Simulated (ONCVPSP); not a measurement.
# W: generating and testing an ONCV potential

Task: generate the file, and judge it by its errors in other configurations, its logarithmic derivatives, its ghosts and its cutoff.

The numbers are computed with ONCVPSP 4.0.1.1 (patched build) (PBE, scalar-relativistic, spin-unpolarised reference atom).

### Step 1. The design

Typed settings, in words:

| Quantity | Value |
| --- | --- |
| element | tungsten (W, Z = 74) |
| type | optimised norm-conserving Vanderbilt (ONCV) |
| frozen core | [Kr] 4d10 |
| valence charge | 28 |
| reference configuration | 4f14 5s2 5p6 5d4 (charge +2) |
| partial waves | 5s: rc 1.20 bohr, ncon 5, nbas 8, qcut 4.2 1/bohr, 2 projectors, debl 1.9 Ha; 5p: rc 1.20 bohr, ncon 4, nbas 8, qcut 6.3 1/bohr, 2 projectors, debl 1.3 Ha; 5d: rc 2.20 bohr, ncon 3, nbas 7, qcut 7.8 1/bohr, 2 projectors, debl 2.3 Ha; 4f: rc 0.90 bohr, ncon 4, nbas 9, qcut 17.8 1/bohr, 2 projectors, debl 2.6 Ha |
| local potential | polynomial inside 0.80 bohr (lpopt 5, dvloc0 2 Ha) |
| core correction | Teter function, fcfact 1.5, rcfact 1.8 |

The nodes and maxima of the atom's own shells, from an earlier all-electron run, set the scale for the radii.

All-electron outer shells of the reference configuration (PBE, scalar-relativistic, ld1.x):

```json
{"shell": "5s", "level (eV)": "-95.15", "outermost node (bohr)": "0.53", "outermost maximum (bohr)": "0.96"}
{"shell": "5p", "level (eV)": "-59.30", "outermost node (bohr)": "0.57", "outermost maximum (bohr)": "1.09"}
{"shell": "4f", "level (eV)": "-49.29", "outermost node (bohr)": "–", "outermost maximum (bohr)": "0.43"}
{"shell": "5d", "level (eV)": "-19.88", "outermost node (bohr)": "0.63", "outermost maximum (bohr)": "1.47"}
{"shell": "6s", "level (eV)": "-19.28", "outermost node (bohr)": "1.27", "outermost maximum (bohr)": "2.48"}
{"shell": "6p", "level (eV)": "-12.99", "outermost node (bohr)": "1.51", "outermost maximum (bohr)": "3.11"}
```

### Step 2. Generating the potential

Contents of W.dat:

```
# ATOM AND REFERENCE CONFIGURATION
# atsym  z   nc   nv     iexc    psfile
  W 74.00    9    4        4      upf
#
#   n    l    f
    1    0    2.00
    2    0    2.00
    2    1    6.00
    3    0    2.00
    3    1    6.00
    3    2   10.00
    4    0    2.00
    4    1    6.00
    4    2   10.00
    4    3   14.00
    5    0    2.00
    5    1    6.00
    5    2    4.00
#
# PSEUDOPOTENTIAL AND OPTIMIZATION
# lmax
    3
#
#   l,   rc,      ep,       ncon, nbas, qcut
    0    1.20    0.00    5    8    4.20
    1    1.20    0.00    4    8    6.30
    2    2.20    0.00    3    7    7.80
    3    0.90    0.00    4    9   17.80
#
# LOCAL POTENTIAL
# lloc, lpopt,  rc(5),   dvloc0
    4    5    0.80    2.00
#
# VANDERBILT-KLEINMAN-BYLANDER PROJECTORs
# l, nproj, debl
    0    2    1.90
    1    2    1.30
    2    2    2.30
    3    2    2.60
#
# MODEL CORE CHARGE
# icmod, fcfact, rcfact
    3    1.50    1.80
#
# LOG DERIVATIVE ANALYSIS
# epsh1, epsh2, depsh
   -5.00    5.00    0.04
#
# OUTPUT GRID
# rlmax, drl
    6.00    0.01
#
# TEST CONFIGURATIONS
# ncnf
    4
# nvcnf
#   n    l    f
    5
    4    3   14.00
    5    0    2.00
    5    1    6.00
    5    2    4.00
    6    0    2.00
#
    5
    4    3   14.00
    5    0    2.00
    5    1    6.00
    5    2    4.00
    6    0    1.00
#
    4
    4    3   14.00
    5    0    2.00
    5    1    6.00
    5    2    3.00
#
    5
    4    3   13.00
    5    0    2.00
    5    1    6.00
    5    2    5.00
    6    0    1.00
#
```

Command:

```console
oncvpsp.x < W.dat > W.out
```

**Question.** What will these runs give? Wanted: cutoffs for 1 and 0.1 mHa per electron, occupied waves; bound ghosts; GHOST(+) flags; largest test error; largest phase difference near zero energy, channels read; rms error of d²Exc/dn², without and with the model core; projector energies reset by the program.

As calculated:

| quantity | value |
| --- | --- |
| cutoffs for 1 and 0.1 mHa per electron, occupied waves | 147 Ha and 194 Ha |
| bound ghosts | s at -143.27 eV |
| GHOST(+) flags | p at 131 eV |
| largest test error (AE − PS) | -88 meV, for 4f13 5s2 5p6 5d5 6s1 |
| largest phase difference near zero energy, channels read | 0.000 rad |
| rms error of d²Exc/dn², without and with the model core | 5.73 and 2.91 mHa |
| projector energies reset by the program | s: -3.497, 0.250 Ha; p: -2.179, 0.250 Ha |

It has a bound ghost (s), a state that the atom doesn't have, and that rules the file out. The worst unpolarised test, 4f13 5s2 5p6 5d5 6s1, is off by 88 meV on 17.3 eV; by total energies transferability rates as fair. By its cutoff, 147 Ha for the looser tolerance, it is very hard. At the looser tolerance the 4f wave is the slowest; 5p needs 114 Ha. Near zero energy the phases of the channels with partial waves agree within 0.001 rad. The program also flags highly localised states, GHOST(+) (p). These are tests on the free atom; a crystal test is still owed.
